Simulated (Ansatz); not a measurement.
# C2H5GaO, SMILES C1[CH2][GaH][O]1: an atomisation energy

Computed with Ansatz 0.2.0, Python API.

Input file `c2h5gao.xyz`:
```text
9

C    -0.04960    0.68930   -0.47510
C     0.16740   -0.74900   -0.28550
Ga   -0.33900    0.22290    1.68340
O     0.88940    1.49250    0.25210
H     0.00340    0.98560   -1.57980
H    -1.12750    0.98930   -0.14850
H     1.21580   -1.00200   -0.64270
H    -0.54070   -1.33060   -0.84640
H    -0.13080   -1.34430    2.02550
```

Script `tae.py`:
```python
"""Atomisation energy of C2H5GaO at the given geometry."""

from collections import Counter

import ansatz as az


def single_point(molecule, charge=0, unpaired=0):
    calc = (
        molecule.calculation()
        .basis(gaussian="def2-SVP")
        .functional("r2SCAN")
    )
    if charge:
        calc = calc.charge(charge)
    if unpaired:
        calc = calc.spin("collinear", total=unpaired)
    report = calc.run().report
    if report["published_state_doubts"]:
        print("  doubts:", report["published_state_doubts"])
    return report["free_energy_ev"]

geometry = az.Crystal.molecule_from_extxyz("c2h5gao.xyz")

# unpaired electrons of the ground-state atoms
unpaired = {"C": 2, "Ga": 1, "O": 2, "H": 1}
counts = Counter(site.symbol for site in geometry.cartesian_sites)
atom_energy = {s: single_point(az.Crystal.molecule().atom(s, (0, 0, 0)), 0, unpaired[s]) for s in counts}
whole = single_point(geometry, 0, 0)
for s, e in atom_energy.items():
    print(f"{s:2s} x{counts[s]}  {e:14.5f} eV")
print(f"C2H5GaO: {whole:.5f} eV")
split = sum(counts[s] * e for s, e in atom_energy.items()) - whole
print(f"atomisation energy (no zero-point term): {23.060548 * split:.1f} kcal/mol, {split / sum(counts.values()):.3f} eV an atom")
```

`python tae.py` gives:
```text
C  x2     -1028.24726 eV
Ga x1    -52369.59394 eV
O  x1     -2039.86316 eV
H  x5       -13.58417 eV
C2H5GaO: -56563.04627 eV
atomisation energy (no zero-point term): 672.8 kcal/mol, 3.242 eV an atom
```

672.8 kcal/mol from the electronic energies, without the zero-point term.

Notes:
- Total energies depend on the basis set; only differences at equal settings carry meaning.
- The geometry is a force-field or estimated start, not a minimum of this method, and the basis set is short of its limit. All parts are taken at fixed geometry, without zero-point energy.
- It ran for 14 s on 1 thread of Arm Neoverse V1, with other jobs on the host, peak memory 0.21 GiB.
